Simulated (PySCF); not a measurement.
# Towards the basis-set limit for GeP

One table from this session's results is given with a row withheld; the runs are named, their logs left out.

Computed with PySCF 2.14.0. Level: CCSD(T) on ROHF, scalar-relativistic core potentials.

Set-up of the first run:

- molecule: GeP
- state: doublet, unpaired electrons π ↑
- smaller basis: Ge cc-pwCVDZ-PP with ECP10, P aug-cc-pV(D+d)Z
- larger basis: Ge cc-pwCVTZ-PP with ECP10, P aug-cc-pV(T+d)Z
- frozen core orbitals: 9
- extrapolation: correlation as n⁻³ (n = 2, 3), Hartree–Fock as (n+1)·exp(−9√n)
- corrections: none
- distances (Å): 1.8954, 1.9815, 2.0677, 2.1538, 2.2400, 2.3477, 2.4554
- masses (u): 73.9212, 30.9738
- dissociation limit: Ge + P

On the command line:

```
$ OMP_NUM_THREADS=4 python comp.py task.json out
```

Among the steps run: Coupled cluster at each distance.

One table of the session follows, with a row left open; its other results are not shown here.

It belongs to the step «Constants step by step». 

| level | Re (Å) | ωe (cm⁻¹) | ωexe (cm⁻¹) | αe (cm⁻¹) | De (eV) |
| --- | --- | --- | --- | --- | --- |
| CCSD(T), smaller basis | 2.1751 | 459.7 | 1.73 | 0.000772 | 2.747 |
| CCSD(T), larger basis | 2.1558 | 474.1 | 1.60 | 0.000734 | 3.133 |
| HF/CBS | 2.1181 | 535.0 | 1.31 | 0.000610 | 1.095 |
| MP2/CBS | ? | ? | ? | ? | ? |
| CCSD/CBS | 2.1340 | 501.1 | 1.46 | 0.000676 | 2.985 |
| CCSD(T)/CBS | 2.1499 | 479.3 | 1.56 | 0.000723 | 3.277 |

Estimate the missing values for MP2/CBS.

As computed: Re (Å): 2.1354; ωe (cm⁻¹): 494.7; ωexe (cm⁻¹): 1.32; αe (cm⁻¹): 0.000666; De (eV): 3.195. In the column «Re (Å)» it lies between CCSD/CBS (2.1340) and CCSD(T)/CBS (2.1499).

An extrapolation from double and triple zeta is rough, so this isn't yet the limit.
